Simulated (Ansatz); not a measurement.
# GaOsC6N6: the cost of one run

Method: DFT PBE, scalar-relativistic, plane waves, PAW, in Ansatz 0.2.0.

### Step 1. The structure to begin with

The structure is cubic, space group Fm-3m (No. 225). The conventional cell has a = 10.102 Å, b = 10.102 Å, c = 10.102 Å, α = 90.00°, β = 90.00°, γ = 90.00°. Around Ga (site symmetry m-3m) lie 6 C at 1.90 Å. Os (site symmetry m-3m) is surrounded by 6 N at 1.98 Å. C (site symmetry 4mm) has 1 N at 1.17 Å and 1 Ga at 1.90 Å in its first shell of neighbours. Around N (site symmetry 4mm) lie 1 C at 1.17 Å and 1 Os at 1.98 Å.

Coordinates:

```cif
data_structure
_symmetry_space_group_name_H-M 'Fm-3m'
_symmetry_Int_Tables_number 225
_cell_length_a 10.1020
_cell_length_b 10.1020
_cell_length_c 10.1020
_cell_angle_alpha 90.000
_cell_angle_beta 90.000
_cell_angle_gamma 90.000
_cell_volume 1030.91
loop_
_atom_site_label
_atom_site_type_symbol
_atom_site_symmetry_multiplicity
_atom_site_Wyckoff_symbol
_atom_site_fract_x
_atom_site_fract_y
_atom_site_fract_z
_atom_site_occupancy
Ga1 Ga 4 a 0.00000 0.00000 0.00000 1
Os1 Os 4 b 0.50000 0.00000 0.00000 1
C1 C 24 e 0.18769 0.00000 0.00000 1
N1 N 24 e 0.30350 0.00000 0.00000 1
```

The cell is invented: cyanide-bridged rock-salt net of two metals, 0 guest cations a cell (Fm-3m, No. 225). Its size is a rough estimate.

### Step 2. The guess as it stands, on a coarse mesh

input.yaml reads:

```yaml
crystal:
  lattice:
    - [0.0, 5.051, 5.051]
    - [5.051, 0.0, 5.051]
    - [5.051, 5.051, 0.0]
  atoms:
    - { symbol: Ga, position: [0.0, 0.0, 0.0] }
    - { symbol: Os, position: [0.5, 0.5, 0.5], spin: 1.0 }
    - { symbol: C, position: [0.81231439, 0.18768561, 0.18768561] }
    - { symbol: C, position: [0.18768561, 0.81231439, 0.18768561] }
    - { symbol: C, position: [0.18768561, 0.18768561, 0.81231439] }
    - { symbol: C, position: [0.18768561, 0.81231439, 0.81231439] }
    - { symbol: C, position: [0.81231439, 0.18768561, 0.81231439] }
    - { symbol: C, position: [0.81231439, 0.81231439, 0.18768561] }
    - { symbol: "N", position: [0.69649574, 0.30350426, 0.30350426] }
    - { symbol: "N", position: [0.30350426, 0.69649574, 0.30350426] }
    - { symbol: "N", position: [0.30350426, 0.30350426, 0.69649574] }
    - { symbol: "N", position: [0.30350426, 0.69649574, 0.69649574] }
    - { symbol: "N", position: [0.69649574, 0.30350426, 0.69649574] }
    - { symbol: "N", position: [0.69649574, 0.69649574, 0.30350426] }
basis:
  ecutwfc: 420
kpoints:
  mp_grid: { grid: [4, 4, 4] }
hamiltonian:
  xc: pbe
scf:
  occupations: { method: gaussian, width: 0.1 }
  lower_state_search: "off"
output:
  forces: true
  stress: true
  eigenvalues: true
  populations: true
magnetization:
  spin_polarized: true
```

Started as:

```sh
$ ansatz run input.yaml --threads 1 --pin off --max-ram 2560MiB --backend cpu --events-out ev --progress --plain --runs-dir out
```

Q: Estimate wall time and peak memory on 1 thread of Intel Xeon 6975P-C (Granite Rapids), shared host.

About 12 s, with a peak of 0.68 GiB.
